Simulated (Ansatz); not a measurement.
# CH₂BrClO: up Jacob's ladder to CCSD(T)

Aim: compute CH₂BrClO with functionals from several rungs and with coupled cluster, and see how far each lands from CCSD(T) at the basis-set limit for the atomisation energy.

The runs use Ansatz 0.2.0, Gaussian basis; functionals in def2-TZVPP, the program's frozen cores in correlated methods.

Plan: LDA (SPW92), PBE-D4, revPBE-D4, BLYP-D4, r2SCAN-D4, B97M-V, PBE0-D4, B3LYP-D4, r2SCANh-D4, r2SCAN0-D4, HSE06-D4, BHLYP-D4, CAM-B3LYP-D4, LC-ωPBE, ωB97X-V, ωB97M-V, B2PLYP, PBE-QIDH; CCSD(T)/def2-SVP; CCSD(T)/def2-TZVPP; MP2/def2-QZVPP; extrapolation to the limit; RPA on PBE.

## (1) Structure used throughout

An earlier PBE0-D4 in a triple-zeta def2 set relaxation fixed the geometry.

SMILES `OC(Cl)Br`, 6 atoms, charge 0, spin multiplicity 1.

Atoms are counted from 1 here; the program's logs count them from 0.

Bond lengths: O1–C2 1.348 Å, O1–H5 0.965 Å, C2–Cl3 1.781 Å, C2–Br4 1.968 Å, C2–H6 1.085 Å. Angles: C2–O1–H5 109.7°, O1–C2–Cl3 112.9°, O1–C2–Br4 112.3°, O1–C2–H6 109.1°, Cl3–C2–Br4 108.8°, Cl3–C2–H6 107.7°, Br4–C2–H6 105.7°.

Coordinates:

```
atom     x (Å)     y (Å)     z (Å)
  O1   0.58612   0.96876   0.27081
  C2  -0.15782  -0.15478   0.23553
 Cl3   0.81515  -1.62073  -0.04315
 Br4  -1.57818  -0.06683  -1.12391
  H5   1.04404   1.08234  -0.57115
  H6  -0.66721  -0.27276   1.18578
```

## (2) LDA

This LDA is Slater exchange with PW92 correlation.

in.yaml reads:

```yaml
crystal:
  periodic: [false, false, false]
  atoms:
    - {symbol: O, position_ang: [0.586119, 0.968760, 0.270811]}
    - {symbol: C, position_ang: [-0.157823, -0.154779, 0.235525]}
    - {symbol: Cl, position_ang: [0.815151, -1.620726, -0.043151]}
    - {symbol: Br, position_ang: [-1.578179, -0.066833, -1.123914]}
    - {symbol: H, position_ang: [1.044042, 1.082341, -0.571149]}
    - {symbol: H, position_ang: [-0.667210, -0.272762, 1.185777]}
basis:
  gaussian: {orbitals: def2-TZVPP}
hamiltonian: {xc: lda}
output: {orbitals: {seedname: orbitals}}
```

Command:

```bash
$ ansatz run in.yaml --threads 2 --pin off --events-out ev --progress --plain --max-ram 4352MiB
```

After this run come: PBE-D4 (GGA); revPBE-D4 (GGA); BLYP-D4 (GGA); r2SCAN-D4 (meta-GGA); B97M-V (meta-GGA); PBE0-D4 (hybrid); B3LYP-D4 (hybrid); r2SCANh-D4 (hybrid); r2SCAN0-D4 (hybrid); HSE06-D4 (hybrid); BHLYP-D4 (hybrid); CAM-B3LYP-D4 (range-separated); LC-ωPBE (range-separated); ωB97X-V (range-separated); ωB97M-V (range-separated); B2PLYP (double hybrid); PBE-QIDH (double hybrid); CCSD(T) in def2-SVP; CCSD(T) in def2-TZVPP; MP2 in def2-QZVPP; RPA on PBE orbitals.

Before running them: what should the planned runs give, taken together? Wanted: atomisation energy, CCSD(T)/CBS; farthest beyond LDA; mean size of error, GGA; mean size of error, meta-GGA; mean size of error, hybrid; mean size of error, range-separated; mean size of error, double hybrid; gap, smallest and largest; T1 diagnostic.

The runs gave:

```
                               quantity                                                                                             value
        atomisation energy, CCSD(T)/CBS                                                                                         20.134 eV
    functionals within 0.201 eV (1.0 %)  revPBE-D4, BLYP-D4, r2SCAN-D4, B97M-V, PBE0-D4, r2SCANh-D4, HSE06-D4, ωB97X-V, ωB97M-V, PBE-QIDH
                    farthest beyond LDA                                                                              BHLYP-D4 (-1.307 eV)
                mean size of error, GGA                                                                                          0.340 eV
           mean size of error, meta-GGA                                                                                          0.111 eV
             mean size of error, hybrid                                                                                          0.401 eV
    mean size of error, range-separated                                                                                          0.164 eV
      mean size of error, double hybrid                                                                                          0.320 eV
              gap, smallest and largest                                                             4.92 eV (BLYP-D4), 12.55 eV (LC-ωPBE)
                          T1 diagnostic                                                                                            0.0094
triples share of the correlation energy                                                                                             3.9 %
```

In words: The LDA atomisation energy is off by 4.120 eV (20 %): it overbinds. PBE-D4 is off by +0.837 eV. Double hybrids carry the basis error of their MP2 part in triple zeta, and no dispersion term here, so their miss is partly the set-up's. The rungs meta-GGA, range-separated miss on average by less than the doubt on the reference (0.201 eV), so they tie. The reference freezes the cores and leaves out relativity and excitations past (T), and its outer-core shells are covered unevenly, so misses under about 0.201 eV can't be ranked. All levels share the lack of spin-orbit coupling, which lowers the free heavy atoms and so the true binding. Hartree-Fock recovers 64 % of the binding; the rest is correlation. CCSD(T) in def2-SVP is off by -1.623 eV, so the small basis spoils what the method gains. The gap grows from 4.9 to 12.6 eV across the functionals, mostly with the share of exact exchange. Correlated methods include outer-core shells of Br, which these sets cover unevenly.
